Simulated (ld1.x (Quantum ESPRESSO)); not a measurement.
# Si: generating and testing a TM potential

Task: generate the file, and judge it by its errors in other configurations, its logarithmic derivatives, its ghosts and its cutoff.

Method: ld1.x (Quantum ESPRESSO) 7.5, PBE, scalar-relativistic.

2 further runs of the same task are left out: 2 that didn't finish.

**1. Settings**

The settings as typed:

```
element                 : silicon (Si, Z = 14)
type                    : norm-conserving Troullier–Martins (Kleinman–Bylander form)
frozen core             : [Ne]
valence charge          : 4
reference configuration : 3s2 3p1 (charge +1)
partial waves           : 3p (bound): rc 1.80 bohr; 3s (bound): rc 1.56 bohr
local potential         : the s channel
core correction         : not asked for
```

The outer shells as boxes (Hund's rule for the drawing; the calculation is spin-unpolarised):

```
[Ne] core
3s [↑↓]
3p [↑ ][  ][  ]
```

The nodes and maxima of the atom's own shells, from an earlier all-electron run, set the scale for the radii.

All-electron outer shells of the reference configuration (PBE, scalar-relativistic, ld1.x):

```tsv
shell	level (eV)	outermost node (bohr)	outermost maximum (bohr)
2p	-105.08	–	0.39
3s	-19.03	0.72	1.75
3p	-11.66	0.71	2.04
3d	-3.62	–	3.31
```

**2. The generation run**

Si.in

```
 &input
   title='Si', zed=14., rel=1, dft='PBE', iswitch=3,
   config='[Ne] 3s2 3p1',
   nld=2, rlderiv=1.95, eminld=-3.0, emaxld=5.0, deld=0.02
 /
 &inputp
   pseudotype=2, tm=.true., lloc=0,
   nlcc=.false.,
   file_pseudopw='Si.UPF', file_wfcaegen='ae.wfc', file_wfcncgen='nc.wfc', file_beta='beta', file_chi='chi'
 /
2
3P  2  1   1.00   0.00  1.80  1.80  0.0
3S  1  0   2.00   0.00  1.56  1.56  0.0
 &test
   configts(1)='3s2 3p1'
 /
```

On the command line:

```
ld1.x < Si.in > Si.out
```

Output in Si.out (without the banner and most projector matrices):

```text
     Program LD1 v.7.5
     --------------------------- All-electron run ----------------------------

     Si
     scalar relativistic calculation

     atomic number is 14.00
     dft =PBE   lsd =0 sic =0 latt =0  beta=0.20 tr2=1.0E-14
     Exchange-correlation= PBE
                           (   1   4   3   4   0   0   0)
     mesh =1141 r(mesh) = 100.57892 a.u. xmin = -7.00 dx = 0.01250
     1 Ry =  13.60569312 eV, c = 137.03599908

     n l     nl                  e(Ry)          e(Ha)          e(eV)
     1 0     1S 1( 2.00)      -131.9758       -65.9879     -1795.6218
     2 0     2S 1( 2.00)       -10.9514        -5.4757      -149.0015
     2 1     2P 1( 6.00)        -7.7229        -3.8615      -105.0759
     3 0     3S 1( 2.00)        -1.3990        -0.6995       -19.0343
     3 1     3P 1( 1.00)        -0.8567        -0.4283       -11.6559

     final scf error:  3.2E-15 reached in  28 iterations

     Etot =    -579.105988 Ry,    -289.552994 Ha,   -7879.138356 eV

     Ekin =     580.576913 Ry,     290.288457 Ha,    7899.151317 eV
     Encl =   -1373.972138 Ry,    -686.986069 Ha,  -18693.843272 eV
     Eh   =     255.124181 Ry,     127.562090 Ha,    3471.141310 eV
     Exc  =     -40.834944 Ry,     -20.417472 Ha,    -555.587712 eV

     normalization and overlap integrals

     s(1S/1S) =  1.000000  <r> =   0.1113  <r2> =    0.0167  r(max) =   0.0723
     s(2S/2S) =  1.000000  <r> =   0.5677  <r2> =    0.3853  r(max) =   0.4543
     s(2P/2P) =  1.000000  <r> =   0.5372  <r2> =    0.3642  r(max) =   0.3861
     s(3S/3S) =  1.000000  <r> =   2.0573  <r2> =    4.8819  r(max) =   1.7523
     s(3P/3P) =  1.000000  <r> =   2.4582  <r2> =    7.0824  r(max) =   2.0359

     ------------------------ End of All-electron run ------------------------

     --------------------- Generating NC pseudopotential ---------------------

      Generating local pot.: lloc=0, matching radius rcloc =   1.5600

      Wfc   3P  rcut= 1.797  Using Troullier-Martins method

     ------------------- End of pseudopotential generation -------------------

     [... the all-electron block is printed once more ...]


     Computing logarithmic derivative in   1.94880
     Computing logarithmic derivative in   1.94880
     Computing the partial wave expansion
       no projector for channel:   0
     R is outside the sphere for l=    1 j= 0.00

     ---------------------- Testing the pseudopotential ----------------------

     Si
     scalar relativistic calculation

     atomic number is 14.00   valence charge is  4.00
     dft =PBE   lsd =0 sic =0 latt =0  beta=0.20 tr2=1.0E-14
     mesh =1141 r(mesh) = 100.57892 xmin = -7.00 dx = 0.01250

     n l     nl             e AE (Ry)        e PS (Ry)    De AE-PS (Ry)
     1 0     3S   1( 2.00)       -1.39899       -1.39900        0.00000
     2 1     3P   1( 1.00)       -0.85670       -0.85669       -0.00000

     eps = 2.4E-15  iter = 11

     Etot =    -579.105988 Ry,    -289.552994 Ha,   -7879.138356 eV
     Etotps =    -6.915065 Ry,      -3.457532 Ha,     -94.084252 eV

     Ekin =       2.096368 Ry,       1.048184 Ha,      28.522541 eV
     Encl =     -11.103889 Ry,      -5.551945 Ha,    -151.076109 eV
     Ehrt =       3.700116 Ry,       1.850058 Ha,      50.342650 eV
     Ecxc =      -1.521883 Ry,      -0.760942 Ha,     -20.706275 eV
     Epseu=      -0.085777 Ry,      -0.042889 Ha,      -1.167058 eV

     ---------------------- End of pseudopotential test ----------------------
```

Wall time 1 s (1 thread, shared host). This counts the later configuration tests of the new file too.

All-electron and pseudo partial waves u(r) = r·R(r), from the program's wave files:

| r (bohr) | 3s AE | 3s PS |
| --- | --- | --- |
| 0.090 | 0.1504 | 0.0239 |
| 0.180 | -0.0865 | 0.0486 |
| 0.270 | -0.2786 | 0.0749 |
| 0.360 | -0.3546 | 0.1037 |
| 0.450 | -0.3333 | 0.1359 |
| 0.540 | -0.2485 | 0.1724 |
| 0.630 | -0.1294 | 0.2140 |
| 0.720 | 0.0035 | 0.2613 |
| 0.810 | 0.1365 | 0.3146 |
| 0.900 | 0.2614 | 0.3733 |
| 0.990 | 0.3736 | 0.4361 |
| 1.080 | 0.4707 | 0.5008 |
| 1.170 | 0.5522 | 0.5640 |
| 1.260 | 0.6187 | 0.6221 |
| 1.350 | 0.6714 | 0.6719 |
| 1.440 | 0.7110 | 0.7110 |
| 1.530 | 0.7389 | 0.7389 |
| 1.620 | 0.7560 | 0.7560 |
| 1.710 | 0.7637 | 0.7637 |
| 1.800 | 0.7632 | 0.7632 |
| 1.890 | 0.7558 | 0.7558 |
| 1.980 | 0.7425 | 0.7425 |
| 2.070 | 0.7244 | 0.7244 |
| 2.160 | 0.7026 | 0.7026 |
| 2.250 | 0.6778 | 0.6778 |
| 2.340 | 0.6507 | 0.6507 |

**3. Transferability test**

Si.test.in

```
 &input
   title='Si', zed=14., rel=1, dft='PBE', iswitch=2,
   config='[Ne] 3s2 3p1'
 /
 &test
   file_pseudo='Si.UPF', nconf=8,
   configts(1)='3s2 3p1',
   configts(2)='3s2 3p2',
   configts(3)='3s2 3p0',
   configts(4)='3s1 3p0',
   configts(5)='3s0 3p4',
   configts(6)='3s2 3p2.3',
   configts(7)='3s1 3p3',
   configts(8)='3s2 3p1.5'
 /
```

On the command line:

```
ld1.x < Si.test.in > Si.test.out
```

Si.test.out, the pseudopotential blocks:

```text
     ---------------------- Testing the pseudopotential ----------------------

     Si
     scalar relativistic calculation

     atomic number is 14.00   valence charge is  4.00
     dft =PBE   lsd =0 sic =0 latt =0  beta=0.20 tr2=1.0E-14
     mesh =1141 r(mesh) = 100.57892 xmin = -7.00 dx = 0.01250

     n l     nl             e AE (Ry)        e PS (Ry)    De AE-PS (Ry)
     1 0     3S   1( 2.00)       -1.39899       -1.39900        0.00000
     2 1     3P   1( 1.00)       -0.85670       -0.85669       -0.00000

     eps = 2.2E-15  iter = 11

     Etot =    -579.105988 Ry,    -289.552994 Ha,   -7879.138356 eV
     Etotps =    -6.915065 Ry,      -3.457532 Ha,     -94.084252 eV

     Ekin =       2.096368 Ry,       1.048184 Ha,      28.522541 eV
     Encl =     -11.103889 Ry,      -5.551945 Ha,    -151.076109 eV
     Ehrt =       3.700116 Ry,       1.850058 Ha,      50.342650 eV
     Ecxc =      -1.521883 Ry,      -0.760942 Ha,     -20.706275 eV
     Epseu=      -0.085777 Ry,      -0.042889 Ha,      -1.167058 eV

     ---------------------- End of pseudopotential test ----------------------

     ---------------------- Testing the pseudopotential ----------------------

     Si
     scalar relativistic calculation

     atomic number is 14.00   valence charge is  4.00
     dft =PBE   lsd =0 sic =0 latt =0  beta=0.20 tr2=1.0E-14
     mesh =1141 r(mesh) = 100.57892 xmin = -7.00 dx = 0.01250

     n l     nl             e AE (Ry)        e PS (Ry)    De AE-PS (Ry)
     1 0     3S   1( 2.00)       -0.79473       -0.79496        0.00024
     2 1     3P   1( 2.00)       -0.29996       -0.30004        0.00008

     eps = 4.1E-16  iter = 13

     Etot =    -579.674871 Ry,    -289.837436 Ha,   -7886.878407 eV
     Etotps =    -7.484028 Ry,      -3.742014 Ha,    -101.825393 eV
     dEtot_ae =      -0.568883 Ry
     dEtot_ps =      -0.568963 Ry,   Delta E=       0.000080 Ry

     Ekin =       2.563781 Ry,       1.281891 Ha,      34.882020 eV
     Encl =     -13.820066 Ry,      -6.910033 Ha,    -188.031574 eV
     Ehrt =       5.867512 Ry,       2.933756 Ha,      79.831570 eV
     Ecxc =      -1.971073 Ry,      -0.985536 Ha,     -26.817810 eV
     Epseu=      -0.124183 Ry,      -0.062092 Ha,      -1.689599 eV

     ---------------------- End of pseudopotential test ----------------------

     ---------------------- Testing the pseudopotential ----------------------

     Si
     scalar relativistic calculation

     atomic number is 14.00   valence charge is  4.00
     dft =PBE   lsd =0 sic =0 latt =0  beta=0.20 tr2=1.0E-14
     mesh =1141 r(mesh) = 100.57892 xmin = -7.00 dx = 0.01250

     n l     nl             e AE (Ry)        e PS (Ry)    De AE-PS (Ry)
     1 0     3S   1( 2.00)       -2.09735       -2.09641       -0.00094
     2 1     3P   1( 0.00)       -1.50702       -1.50653       -0.00049

     eps = 1.6E-16  iter =  8

     Etot =    -577.930541 Ry,    -288.965270 Ha,   -7863.145587 eV
     Etotps =    -5.739739 Ry,      -2.869870 Ha,     -78.093132 eV
     dEtot_ae =       1.175447 Ry
     dEtot_ps =       1.175326 Ry,   Delta E=       0.000121 Ry

     Ekin =       1.288130 Ry,       0.644065 Ha,      17.525898 eV
     Encl =      -7.856209 Ry,      -3.928104 Ha,    -106.889162 eV
     Ehrt =       1.835320 Ry,       0.917660 Ha,      24.970802 eV
     Ecxc =      -1.006981 Ry,      -0.503490 Ha,     -13.700670 eV

     ---------------------- End of pseudopotential test ----------------------

     ---------------------- Testing the pseudopotential ----------------------

     Si
     scalar relativistic calculation

     atomic number is 14.00   valence charge is  4.00
     dft =PBE   lsd =0 sic =0 latt =0  beta=0.20 tr2=1.0E-14
     mesh =1141 r(mesh) = 100.57892 xmin = -7.00 dx = 0.01250

     n l     nl             e AE (Ry)        e PS (Ry)    De AE-PS (Ry)
     1 0     3S   1( 1.00)       -2.90231       -2.88879       -0.01353  !
     2 1     3P   1( 0.00)       -2.26278       -2.25392       -0.00886  !

     eps = 9.3E-15  iter =  9

     Etot =    -575.433693 Ry,    -287.716847 Ha,   -7829.174246 eV
     Etotps =    -3.247887 Ry,      -1.623943 Ha,     -44.189753 eV
     dEtot_ae =       3.672294 Ry
     dEtot_ps =       3.667178 Ry,   Delta E=       0.005116 Ry

     Ekin =       0.716088 Ry,       0.358044 Ha,       9.742869 eV
     Encl =      -4.012287 Ry,      -2.006144 Ha,     -54.589949 eV
     Ehrt =       0.481676 Ry,       0.240838 Ha,       6.553532 eV
     Ecxc =      -0.433363 Ry,      -0.216682 Ha,      -5.896204 eV

     ---------------------- End of pseudopotential test ----------------------

     ---------------------- Testing the pseudopotential ----------------------

     Si
     scalar relativistic calculation

     atomic number is 14.00   valence charge is  4.00
     dft =PBE   lsd =0 sic =0 latt =0  beta=0.20 tr2=1.0E-14
     mesh =1141 r(mesh) = 100.57892 xmin = -7.00 dx = 0.01250

     n l     nl             e AE (Ry)        e PS (Ry)    De AE-PS (Ry)
     1 0     3S   1( 0.00)       -0.89898       -0.89813       -0.00085
     2 1     3P   1( 4.00)       -0.38210       -0.38175       -0.00035

     eps = 2.9E-15  iter = 11

     Etot =    -578.662175 Ry,    -289.331088 Ha,   -7873.099979 eV
     Etotps =    -6.471735 Ry,      -3.235868 Ha,     -88.052442 eV
     dEtot_ae =       0.443813 Ry
     dEtot_ps =       0.443330 Ry,   Delta E=       0.000483 Ry

     Ekin =       3.371008 Ry,       1.685504 Ha,      45.864898 eV
     Encl =     -13.181706 Ry,      -6.590853 Ha,    -179.346242 eV
     Ehrt =       5.484323 Ry,       2.742162 Ha,      74.618021 eV
     Ecxc =      -1.850072 Ry,      -0.925036 Ha,     -25.171511 eV
     Epseu=      -0.295289 Ry,      -0.147644 Ha,      -4.017608 eV

     ---------------------- End of pseudopotential test ----------------------

     ---------------------- Testing the pseudopotential ----------------------

     Si
     scalar relativistic calculation

     atomic number is 14.00   valence charge is  4.00
     dft =PBE   lsd =0 sic =0 latt =0  beta=0.20 tr2=1.0E-14
     mesh =1141 r(mesh) = 100.57892 xmin = -7.00 dx = 0.01250

     n l     nl             e AE (Ry)        e PS (Ry)    De AE-PS (Ry)
     1 0     3S   1( 2.00)       -0.63967       -0.63992        0.00025
     2 1     3P   1( 2.30)       -0.15822       -0.15830        0.00008

     eps = 5.9E-15  iter = 12

     Etot =    -579.743236 Ry,    -289.871618 Ha,   -7887.808558 eV
     Etotps =    -7.552420 Ry,      -3.776210 Ha,    -102.755911 eV
     dEtot_ae =      -0.637248 Ry
     dEtot_ps =      -0.637355 Ry,   Delta E=       0.000107 Ry

     Ekin =       2.637490 Ry,       1.318745 Ha,      35.884879 eV
     Encl =     -14.494283 Ry,      -7.247142 Ha,    -197.204768 eV
     Ehrt =       6.515268 Ry,       3.257634 Ha,      88.644733 eV
     Ecxc =      -2.081893 Ry,      -1.040946 Ha,     -28.325594 eV
     Epseu=      -0.129002 Ry,      -0.064501 Ha,      -1.755162 eV

     ---------------------- End of pseudopotential test ----------------------

     ---------------------- Testing the pseudopotential ----------------------

     Si
     scalar relativistic calculation

     atomic number is 14.00   valence charge is  4.00
     dft =PBE   lsd =0 sic =0 latt =0  beta=0.20 tr2=1.0E-14
     mesh =1141 r(mesh) = 100.57892 xmin = -7.00 dx = 0.01250

     n l     nl             e AE (Ry)        e PS (Ry)    De AE-PS (Ry)
     1 0     3S   1( 1.00)       -0.84977       -0.84945       -0.00031
     2 1     3P   1( 3.00)       -0.34314       -0.34308       -0.00006

     eps = 2.5E-15  iter = 16

     Etot =    -579.174028 Ry,    -289.587014 Ha,   -7880.064086 eV
     Etotps =    -6.983222 Ry,      -3.491611 Ha,     -95.011576 eV
     dEtot_ae =      -0.068040 Ry
     dEtot_ps =      -0.068157 Ry,   Delta E=       0.000117 Ry

     Ekin =       2.951361 Ry,       1.475681 Ha,      40.155314 eV
     Encl =     -13.485141 Ry,      -6.742571 Ha,    -183.474694 eV
     Ehrt =       5.659167 Ry,       2.829584 Ha,      76.996891 eV
     Ecxc =      -1.903945 Ry,      -0.951972 Ha,     -25.904487 eV
     Epseu=      -0.204664 Ry,      -0.102332 Ha,      -2.784600 eV

     ---------------------- End of pseudopotential test ----------------------

     ---------------------- Testing the pseudopotential ----------------------

     Si
     scalar relativistic calculation

     atomic number is 14.00   valence charge is  4.00
     dft =PBE   lsd =0 sic =0 latt =0  beta=0.20 tr2=1.0E-14
     mesh =1141 r(mesh) = 100.57892 xmin = -7.00 dx = 0.01250

     n l     nl             e AE (Ry)        e PS (Ry)    De AE-PS (Ry)
     1 0     3S   1( 2.00)       -1.08246       -1.08263        0.00017
     2 1     3P   1( 1.50)       -0.56422       -0.56428        0.00006

     eps = 7.1E-16  iter = 18

     Etot =    -579.460145 Ry,    -289.730073 Ha,   -7883.956911 eV
     Etotps =    -7.269256 Ry,      -3.634628 Ha,     -98.903267 eV
     dEtot_ae =      -0.354157 Ry
     dEtot_ps =      -0.354191 Ry,   Delta E=       0.000034 Ry

     Ekin =       2.372504 Ry,       1.186252 Ha,      32.279561 eV
     Encl =     -12.540928 Ry,      -6.270464 Ha,    -170.628018 eV
     Ehrt =       4.767645 Ry,       2.383823 Ha,      64.867121 eV
     Ecxc =      -1.758726 Ry,      -0.879363 Ha,     -23.928689 eV
     Epseu=      -0.109751 Ry,      -0.054876 Ha,      -1.493242 eV

     ---------------------- End of pseudopotential test ----------------------
```

The tests as a table, with energies relative to 3s2 3p1.

```csv
valence configuration,charge,ΔE all-electron (eV),error AE − PS (meV)
3s2 3p2,0,-7.740,+1.1
3s2 3p0,+2,15.993,+1.6
3s1 3p0,+3,49.964,+70
3s0 3p4,0,6.038,+6.6
3s2 3p2.3,-0.3,-8.670,+1.5
3s1 3p3,0,-0.926,+1.6
3s2 3p1.5,+0.5,-4.819,+0.5
```

**4. Scattering by logarithmic derivatives**

Taken from the files of the generation run. The phase is arctan(r·u′/u) with u = r·R, unwrapped, with energies in Ry. A pole is an energy at which the radial function vanishes at the test radius. The pseudo phase is shifted by a multiple of π to meet the all-electron one at the reference energy. Levels narrower than the energy grid can be missing from the poles. The last column is the largest difference on the grid between −1 and +1 Ry.

```tsv
channel	radius (bohr)	reference (Ry)	poles AE	poles PS	window around the reference with phases within 0.05 rad (Ry)	largest difference near zero (rad)
s	1.95	-1.40	1.72	1.53	below 3.4	0.010
p	1.95	-0.86	2.67	2.31	below 3.2	0.017
```

Phases (rad) along the scan:

| E (Ry) | p AE | p PS | s AE | s PS |
| --- | --- | --- | --- | --- |
| -3.00 | 1.156 | 1.151 | 1.006 | 1.003 |
| -2.52 | 1.085 | 1.080 | 0.834 | 0.831 |
| -2.04 | 0.975 | 0.971 | 0.499 | 0.496 |
| -1.56 | 0.784 | 0.781 | -0.127 | -0.127 |
| -1.08 | 0.413 | 0.412 | -0.771 | -0.772 |
| -0.60 | -0.230 | -0.231 | -1.125 | -1.129 |
| -0.12 | -0.822 | -0.831 | -1.307 | -1.313 |
| 0.36 | -1.143 | -1.156 | -1.414 | -1.421 |
| 0.84 | -1.313 | -1.330 | -1.484 | -1.495 |
| 1.32 | -1.415 | -1.436 | -1.536 | -1.550 |
| 1.80 | -1.484 | -1.510 | -1.577 | -1.595 |
| 2.28 | -1.536 | -1.568 | -1.613 | -1.635 |
| 2.76 | -1.578 | -1.618 | -1.644 | -1.675 |
| 3.24 | -1.614 | -1.666 | -1.675 | -1.718 |
| 3.72 | -1.647 | -1.717 | -1.707 | -1.769 |
| 4.20 | -1.680 | -1.778 | -1.741 | -1.837 |
| 4.68 | -1.714 | -1.862 | -1.780 | -1.940 |

**5. Plane-wave convergence, by spherical Bessel functions**

A separate test, outside the generator: the pseudo-atom's Hamiltonian at the reference potential is diagonalised in spherical Bessel functions j_l(qr) that vanish at 20 bohr, with q² up to the cutoff.

All-electron valence levels (Ry): 3p -0.8567, 3s -1.3990. The lowest levels of each channel (Ry) by cutoff; the last column sums, over occupied levels, occupation times the distance from the level at 400 Ry. A positive value at high cutoff is not a bound level.

| cutoff (Ry) | p #1 | s #1 | d #1 | f #1 | Σ f·Δε (mRy) |
| --- | --- | --- | --- | --- | --- |
| 8 | -0.8559 | -1.3625 | -0.2320 | -0.0536 | 73.7 |
| 10 | -0.8560 | -1.3817 | -0.2320 | -0.0536 | 35.2 |
| 12 | -0.8561 | -1.3913 | -0.2320 | -0.0536 | 16.1 |
| 15 | -0.8564 | -1.3946 | -0.2321 | -0.0536 | 9.1 |
| 18 | -0.8566 | -1.3952 | -0.2324 | -0.0536 | 7.7 |
| 21 | -0.8566 | -1.3954 | -0.2325 | -0.0536 | 7.4 |
| 25 | -0.8566 | -1.3960 | -0.2326 | -0.0536 | 6.2 |
| 30 | -0.8566 | -1.3973 | -0.2327 | -0.0536 | 3.5 |
| 40 | -0.8567 | -1.3988 | -0.2327 | -0.0536 | 0.5 |
| 45 | -0.8567 | -1.3988 | -0.2327 | -0.0536 | 0.3 |
| 50 | -0.8567 | -1.3988 | -0.2327 | -0.0536 | 0.3 |
| 400 | -0.8567 | -1.3990 | -0.2327 | -0.0536 | 0.0 |

The sum stays within 10 mRy from 15 Ry and within 1 mRy from 40 Ry. The sum leaves out empty levels, which can need more. Ghost test: no level below the all-electron spectrum of its channel (p, s, d, f tested).

**6. Results**

| quantity | value |
| --- | --- |
| cutoffs for 10 and 1 mRy, occupied levels | 15 Ry and 40 Ry |
| bound ghosts | none found |
| largest test error (AE − PS) | +70 meV, for 3s1 3p0 |
| largest phase difference near zero energy, channels read | 0.017 rad |

The worst unpolarised test, 3s1 3p0, is off by 70 meV on 50.0 eV; by total energies transferability rates as fair. That test lies far up in energy; among those under 40 eV, nearer to bonding, the largest error is 6.6 meV. It counts as soft on the atom at that tolerance, with 15 Ry needed at the looser tolerance. The tighter tolerance needs 40 Ry, and converged work needs a cutoff nearer that. The slowest occupied level is 3s: taken alone it needs 35 Ry to come within 1 mRy, against 8 Ry for 3p. No bound ghost shows below the valence levels. Near zero energy the phases of the channels with partial waves agree within 0.017 rad. These are tests on the free atom; a crystal test is still owed.
